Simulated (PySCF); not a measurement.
Molecule: Br2Si, in a box.

```
Br Si
1.0
    11.00000    0.00000    0.00000
     0.00000   13.00000    0.00000
     0.00000    0.00000   11.00000
Br Si
2 1
Direct
  0.58050 0.62218 0.55070
  0.47222 0.38105 0.46172
  0.42186 0.54861 0.45549
```

Base run:

* Program: PySCF 2.14.0
* Functional: PBE
* Potentials or basis: pob-tzvp-rev2 (all-electron)
* k mesh: 1 × 1 × 1
* Occupations: fixed
* Spin: no spin polarisation

Its results: gap between the frontier levels 2.67 eV.

**Question.** After a change of settings the same cell gave: gap between the frontier levels 2.89 eV. Which change was it?
A. functional from PBE to WC
B. functional from PBE to M06; dispersion from none to D3
C. functional from PBE to rSCAN
D. functional from PBE to LDA

**Answer.** C.

rSCAN gives the wider gap, since meta-GGAs in the generalised Kohn-Sham scheme recover part of the derivative discontinuity.

Caveats: this is a molecule in a periodic box at the Γ point, so its band gap is the HOMO-LUMO gap; relativity is left out, which matters for the heavier elements; the basis of atomic orbitals isn't converged, which shifts pressures, moduli and gaps.
